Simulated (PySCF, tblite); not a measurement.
**C₃H₈BCl₃S: geometry, infrared bands and NMR shifts**

What infrared bands and NMR shifts should C₃H₈BCl₃S (`C[S+](C)[BH2-]C(Cl)(Cl)Cl`) show?

Computed with tblite 0.8.0 and PySCF 2.14.0, with density-fitted response routines of our own, on a single molecule in the gas phase. Atoms are numbered from 0 throughout.

## Step 1: The molecule as given

16 atoms, charge 0, multiplicity 1; geometry from: force field or distance geometry start.

Bonds of the start (Å): C0–S1 1.75, S1–C2 1.73, S1–B3 1.82, B3–C4 1.61, C4–Cl5 1.78, C4–Cl6 1.77, C4–Cl7 1.79, C0–H8 1.11, C0–H9 1.13, C0–H10 1.10, C2–H11 1.12, C2–H12 1.12, C2–H13 1.12, B3–H14 1.20, B3–H15 1.16.

## Step 2: Geometry optimisation with GFN2-xTB

The job: settings as JSON, then the geometry in Å.

```
{"job": {"kind": "relax", "xc": "GFN2-xTB", "basis": "xTB"}, "charge": 0, "multiplicity": 1}
C     -0.687700    -1.454200     1.089900
S     -0.523500     0.019100     0.163300
C     -1.982100     0.834300    -0.270900
B      0.863800     0.108100    -1.004600
C      2.139000     0.622800    -0.168400
Cl     2.163300    -0.318000     1.339900
Cl     3.656700     0.426300    -1.056300
Cl     1.912600     2.341800     0.287600
H     -1.540000    -2.037200     0.670200
H     -0.919300    -1.178300     2.158000
H      0.187900    -2.119300     1.025000
H     -2.544800     0.347200    -1.103400
H     -1.861500     1.938200    -0.433300
H     -2.679400     0.769200     0.602100
H      1.136500    -1.008100    -1.339800
H      0.670900     0.717100    -1.970700
```

On the command line:

```bash
$ OMP_NUM_THREADS=1 python probes_run.py task.json out
```

One launch serves the whole session: the jobs run in the order shown.

What it wrote:

```text
step      E/eV     max force
  0    -777.70868    3.607
  1    -778.22886    2.550
  2    -778.53215    1.307
  3    -778.64508    0.915
  4    -778.71945    0.598
  5    -778.75194    0.436
  6    -778.78497    0.515
  7    -778.82198    0.589
  8    -778.86733    0.605
  9    -778.90560    0.463
 10    -778.93515    0.418
 11    -778.96154    0.382
 12    -778.98341    0.365
 13    -779.00141    0.316
 14    -779.01761    0.311
 15    -779.03385    0.335
 16    -779.05246    0.489
 17    -779.07146    0.449
 18    -779.08597    0.235
 19    -779.09450    0.222
 20    -779.10088    0.251
 21    -779.10680    0.320
 22    -779.11224    0.253
 23    -779.11760    0.192
 24    -779.12264    0.196
 25    -779.12697    0.168
 26    -779.13043    0.160
 27    -779.13350    0.136
 28    -779.13662    0.136
 29    -779.13959    0.142
 30    -779.14226    0.188
 31    -779.14507    0.171
 32    -779.14870    0.170
 33    -779.15298    0.167
 34    -779.15658    0.134
 35    -779.15865    0.104
 36    -779.15977    0.091
 37    -779.16086    0.090
 38    -779.16246    0.094
 39    -779.16414    0.091
 40    -779.16533    0.092
 41    -779.16634    0.081
 42    -779.16734    0.108
 43    -779.16844    0.145
 44    -779.16967    0.143
 45    -779.17103    0.102
 46    -779.17247    0.094
 47    -779.17406    0.114
 48    -779.17592    0.180
 49    -779.17829    0.220
 50    -779.18130    0.218
 51    -779.18462    0.171
 52    -779.18754    0.134
 53    -779.18981    0.122
 54    -779.19079    0.196
 55    -779.19157    0.195
 56    -779.19466    0.105
 57    -779.19632    0.084
 58    -779.20105    0.100
 59    -779.20252    0.115
 60    -779.20603    0.125
 61    -779.20786    0.107
 62    -779.20963    0.080
 63    -779.21067    0.110
 64    -779.21117    0.078
 65    -779.21200    0.054
 66    -779.21259    0.062
 67    -779.21315    0.066
 68    -779.21367    0.066
 69    -779.21407    0.058
 70    -779.21449    0.050
 71    -779.21497    0.047
 72    -779.21544    0.050
 73    -779.21582    0.049
 74    -779.21612    0.047
 75    -779.21642    0.046
 76    -779.21677    0.043
 77    -779.21710    0.043
 78    -779.21734    0.035
 79    -779.21751    0.025
 80    -779.21764    0.027
 81    -779.21775    0.026
 82    -779.21785    0.020
 83    -779.21793    0.024
 84    -779.21802    0.027
 85    -779.21819    0.028
 86    -779.21850    0.038
 87    -779.21900    0.048
 88    -779.21962    0.058
 89    -779.22019    0.056
 90    -779.22067    0.052
 91    -779.22118    0.060
 92    -779.22176    0.059
 93    -779.22232    0.056
 94    -779.22277    0.055
 95    -779.22316    0.067
 96    -779.22358    0.066
 97    -779.22401    0.053
 98    -779.22438    0.044
 99    -779.22465    0.037
100    -779.22487    0.043
101    -779.22511    0.045
102    -779.22543    0.042
103    -779.22580    0.045
104    -779.22618    0.039
105    -779.22653    0.046
106    -779.22682    0.036
107    -779.22715    0.036
108    -779.22743    0.030
109    -779.22760    0.030
110    -779.22769    0.031
111    -779.22780    0.027
112    -779.22793    0.025
113    -779.22808    0.020
114    -779.22816    0.020
115    -779.22821    0.023
116    -779.22824    0.021
117    -779.22830    0.022
118    -779.22841    0.027
119    -779.22860    0.034
120    -779.22887    0.043
121    -779.22919    0.043
122    -779.22951    0.035
123    -779.22983    0.037
124    -779.23012    0.036
125    -779.23035    0.038
126    -779.23047    0.032
127    -779.23058    0.027
128    -779.23067    0.020
129    -779.23079    0.021
130    -779.23082    0.018
131    -779.23089    0.012
132    -779.23092    0.011
133    -779.23095    0.010
134    -779.23097    0.019
135    -779.23100    0.011
136    -779.23102    0.013
137    -779.23105    0.012
138    -779.23108    0.015
139    -779.23111    0.016
140    -779.23116    0.014
141    -779.23120    0.013
142    -779.23122    0.009
```

Run time: 1.6 s. Hardware: 1 thread of Intel Xeon Platinum 8488C, shared host.

Step by step: (not every step is listed)

```csv
step,energy from step 0 (eV),largest force (eV/Å)
0,0.0000,3.6074
1,-0.5202,2.5496
2,-0.8235,1.3066
3,-0.9364,0.9148
4,-1.0108,0.5978
5,-1.0433,0.4360
6,-1.0763,0.5145
7,-1.1133,0.5889
8,-1.1587,0.6049
20,-1.3922,0.2512
32,-1.4400,0.1700
44,-1.4610,0.1433
56,-1.4860,0.1046
68,-1.5050,0.0665
80,-1.5090,0.0273
92,-1.5131,0.0588
104,-1.5175,0.0387
116,-1.5196,0.0211
128,-1.5220,0.0203
137,-1.5224,0.0124
138,-1.5224,0.0151
139,-1.5224,0.0164
140,-1.5225,0.0136
141,-1.5225,0.0134
142,-1.5225,0.0094
```

Distances of close pairs at the start and the end, largest changes first:

```csv
bond,before (Å),after (Å),change (Å)
S1–B3,1.816,1.965,+0.149
S1–C2,1.726,1.820,+0.093
C0–S1,1.748,1.817,+0.069
C0–H9,1.127,1.085,-0.042
C2–H12,1.122,1.085,-0.038
C2–H13,1.119,1.085,-0.034
C2–H11,1.117,1.085,-0.032
C0–H8,1.115,1.085,-0.030
```

The end geometry stands in the next job.

## Step 3: Harmonic vibrations with GFN2-xTB

The job: settings as JSON, then the geometry in Å.

```
{"job": {"kind": "ir", "xc": "GFN2-xTB", "basis": "xTB"}, "charge": 0, "multiplicity": 1}
C     -0.682930    -1.149087     1.257426
S     -0.555243     0.541490     0.603513
C     -2.091738     0.560291    -0.370971
B      0.724839     0.353610    -0.875557
C      2.227159     0.417696    -0.230771
Cl     2.659315    -1.006016     0.766709
Cl     3.439818     0.505775    -1.532480
Cl     2.463515     1.851532     0.815843
H     -0.753917    -1.855664     0.437530
H     -1.554558    -1.209328     1.901110
H      0.218420    -1.342956     1.829244
H     -2.055068    -0.218335    -1.125356
H     -2.160251     1.531737    -0.848440
H     -2.935880     0.416502     0.295795
H      0.514009    -0.690931    -1.383331
H      0.534912     1.302627    -1.551673
```

What it wrote:

```text
mode    cm-1     km/mol
  1      14.7      0.62
  2      63.5      0.93
  3      97.5      1.51
  4     136.2      0.89
  5     154.5      0.36
  6     162.4      0.16
  7     182.4      4.58
  8     205.0      0.46
  9     240.0      0.44
 10     263.0      5.71
 11     273.2      1.31
 12     292.0      9.91
 13     345.7      3.08
 14     515.4      2.05
 15     531.9      2.94
 16     595.4      1.46
 17     663.9      1.21
 18     708.9      3.72
 19     734.8     23.70
 20     797.0      0.57
 21     887.1      5.48
 22     911.9      1.55
 23     927.8      2.63
 24     950.9      2.97
 25     975.3     16.09
 26     998.0     33.47
 27    1044.5    167.95
 28    1192.9     35.04
 29    1312.6      4.08
 30    1318.2      3.16
 31    1422.6     12.11
 32    1431.2     10.47
 33    1434.2      9.24
 34    1442.7     22.80
 35    2548.0     46.03
 36    2567.1     68.64
 37    3046.8      0.30
 38    3047.3      1.08
 39    3059.0      1.54
 40    3060.0      3.85
 41    3069.7      0.52
 42    3072.6      1.20
```

Run time: 0.88 s. Hardware: 1 thread of Intel Xeon Platinum 8488C, shared host.

The strongest bands and the atoms that carry them (share of the mass-weighted mode):

```csv
cm⁻¹,km/mol,atoms
735,23.7,"S1 33 %, C2 30 %, C0 24 %"
975,16.1,"H9 20 %, H14 20 %, H15 20 %, H8 12 %"
998,33.5,"H12 21 %, H10 21 %, H8 11 %"
1044,167.9,"H15 45 %, H14 35 %, B3 17 %"
1193,35.0,"H14 45 %, H15 45 %"
1443,22.8,"H12 44 %, H13 19 %, H11 16 %"
2548,46.0,"H14 70 %, H15 25 %"
2567,68.6,"H15 68 %, H14 22 %, B3 10 %"
```

## Step 4: Shielding tensors: PBE0/pcSseg-1

Same as in step 3 but for these lines:

```diff
@@ -1,2 +1,2 @@
-{"job": {"kind": "ir", "xc": "GFN2-xTB", "basis": "xTB"}, "charge": 0, "multiplicity": 1}
+{"job": {"kind": "nmr", "xc": "PBE0", "basis": "pcSseg-1"}, "charge": 0, "multiplicity": 1}
 C     -0.682930    -1.149087     1.257426
```

Method: GIAO PBE0/pcSseg-1 NMR shielding, non-relativistic, gas phase.

What it wrote:

```text
coarse grid: 15800 points
cycle   1  E = -1921.7652976977  dE =  7.890e-01  |g| = 5.598e-01  |ddm| = 3.621e+00
cycle   2  E = -1921.6760403752  dE =  8.926e-02  |g| = 8.774e-01  |ddm| = 1.210e+00
cycle   3  E = -1921.8463805983  dE = -1.703e-01  |g| = 1.221e-01  |ddm| = 7.674e-01
cycle   4  E = -1921.8501849718  dE = -3.804e-03  |g| = 4.346e-02  |ddm| = 1.820e-01
cycle   5  E = -1921.8506734708  dE = -4.885e-04  |g| = 8.331e-03  |ddm| = 5.236e-02
cycle   6  E = -1921.8506907380  dE = -1.727e-05  |g| = 1.800e-03  |ddm| = 1.335e-02
cycle   7  E = -1921.8506913965  dE = -6.585e-07  |g| = 6.756e-04  |ddm| = 2.941e-03
final grid: 134792 points
cycle   8  E = -1921.8979518501  dE = -5.275e-05  |g| = 9.541e-03  |ddm| = 3.039e-02
cycle   9  E = -1921.8979406215  dE =  1.123e-05  |g| = 1.129e-02  |ddm| = 1.708e-02
cycle  10  E = -1921.8979712366  dE = -3.062e-05  |g| = 2.212e-03  |ddm| = 1.091e-02
cycle  11  E = -1921.8979722261  dE = -9.896e-07  |g| = 5.889e-04  |ddm| = 2.352e-03
cycle  12  E = -1921.8979723098  dE = -8.368e-08  |g| = 8.955e-05  |ddm| = 5.739e-04
cycle  13  E = -1921.8979723119  dE = -2.042e-09  |g| = 2.811e-05  |ddm| = 1.455e-04
cycle  14  E = -1921.8979723121  dE = -2.115e-10  |g| = 5.977e-06  |ddm| = 3.989e-05
converged SCF energy = -1921.8979723121

GIAO shielding tensors (ppm)
atom      isotropic    diamagn.    paramagn.     s11        s22        s33       span
  0 C      154.351     251.686     -97.335    136.447    143.043    183.563     47.115
  1 S      530.100    1055.825    -525.725    443.736    507.572    638.992    195.256
  2 C      157.881     251.459     -93.579    138.300    147.252    188.090     49.790
  3 B      109.015     185.422     -76.407     94.421    108.030    124.595     30.174
  4 C       61.530     243.525    -181.994     54.421     60.921     69.249     14.828
  5 Cl     493.725    1145.981    -652.256    158.840    400.103    922.230    763.390
  6 Cl     486.835    1144.643    -657.809    133.577    382.376    944.551    810.974
  7 Cl     483.408    1145.664    -662.256    142.771    381.984    925.470    782.698
  8 H       29.774      29.842      -0.068     26.222     27.442     35.660      9.437
  9 H       29.628      29.200       0.427     24.489     26.676     37.718     13.230
 10 H       28.157      28.789      -0.633     21.619     28.725     34.126     12.506
 11 H       29.621      29.755      -0.134     24.831     28.043     35.988     11.157
 12 H       29.445      28.913       0.532     24.270     26.513     37.552     13.281
 13 H       29.774      28.839       0.935     24.615     26.790     37.915     13.300
 14 H       29.427      28.771       0.656     25.356     30.830     32.096      6.740
 15 H       28.983      29.069      -0.086     24.778     29.929     32.242      7.464
```

Wall time 35 s (1 thread of Intel Xeon Platinum 8488C, shared host); peak memory 0.92 GiB.

Shifts follow as δ = σ(reference) − σ, with reference shieldings (ppm) from runs at the same level and on the same kind of geometry: ¹H TMS 31.72, ¹³C TMS 186.9, ¹¹B BF3·OEt2 100.1, ³³S CS2 504, ³⁵Cl HCl 950. The references are single molecules in the gas phase. Atoms listed in one row are averaged.

```csv
atoms,environment,σ (ppm),δ (ppm),δ scaled to CDCl3
C4,fully substituted sp3 carbon bonded to B and 3 Cl,61.5,125.4,120.5
"C0, C2",methyl carbon bonded to S,156.1,30.8,23.7
"H14, H15","hydrogen on a boron bonded to C, S",29.21,2.51,–
"H8, H9, H10, H11, H12, H13",hydrogen on a methyl carbon bonded to S,29.40,2.32,2.29
S1,"sulfur bonded to 2 C, B",530,-26,–
B3,"boron bonded to C, S, 2 H",109.0,-8.9,–
"Cl5, Cl6, Cl7",chlorine bonded to C,488,462,–
```

The scaled column applies a straight-line fit of computed shieldings to shifts measured in CDCl3, with any fitted terms for Cl, Br or S neighbours (root-mean-square error 0.16 ppm for H, 1.9 ppm for C).

The run also stored atomic charges by several schemes (e):

```csv
atoms,Mulliken,IAO,Hirshfeld,ESP fit
"C0, C2",-0.35,-0.51,-0.10,-0.59
S1,0.06,0.55,0.26,0.24
B3,0.09,-0.36,-0.10,-0.10
C4,-0.47,-0.06,0.03,-0.29
"Cl5, Cl6, Cl7",-0.02,-0.06,-0.06,-0.01
```

Mayer bond orders: C0–S1 0.97, S1–C2 0.98, S1–B3 0.63, B3–C4 0.67, C4–Cl5 0.98, C4–Cl6 1.04, C4–Cl7 1.00.

## Step 5: Results

| quantity | value |
| --- | --- |
| strongest single infrared mode (GFN2-xTB) | 1044 cm⁻¹, 168 km/mol |
| zero-point energy (GFN2-xTB) | 66.8 kcal/mol |
| ¹³C shifts against TMS (PBE0/pcSseg-1, means over atoms taken as alike) | 125.4, 30.8 ppm |
| ¹H shifts against TMS (PBE0/pcSseg-1, means over atoms taken as alike) | 2.51, 2.32 ppm |
| ³³S shifts against CS2 (PBE0/pcSseg-1) | -26 ppm |
| ¹¹B shifts against BF3·OEt2 (PBE0/pcSseg-1) | -8.9 ppm |
| ³⁵Cl shifts against HCl (PBE0/pcSseg-1, means over atoms taken as alike) | 462 ppm |

Over 142 steps the energy fell by 1.523 eV; of the close pairs, S1–B3 changed most, 1.816 to 1.965 Å. All 42 modes are real, so the xTB geometry is a minimum. The strongest single mode, at 1044 cm⁻¹, moves mainly H15 and H14. Unscaled tight-binding wavenumbers are off by several per cent, some by more. Its intensities can rank the bands wrongly. C4 stands next to heavy halogen, whose spin-orbit shielding this run leaves out, so the computed shift lies too far downfield, most of all for carbon beside Br or I. At PBE0/pcSseg-1: Shielding is most anisotropic at Cl5, Cl6, Cl7 (span 786 ppm, paramagnetic term -657 ppm).
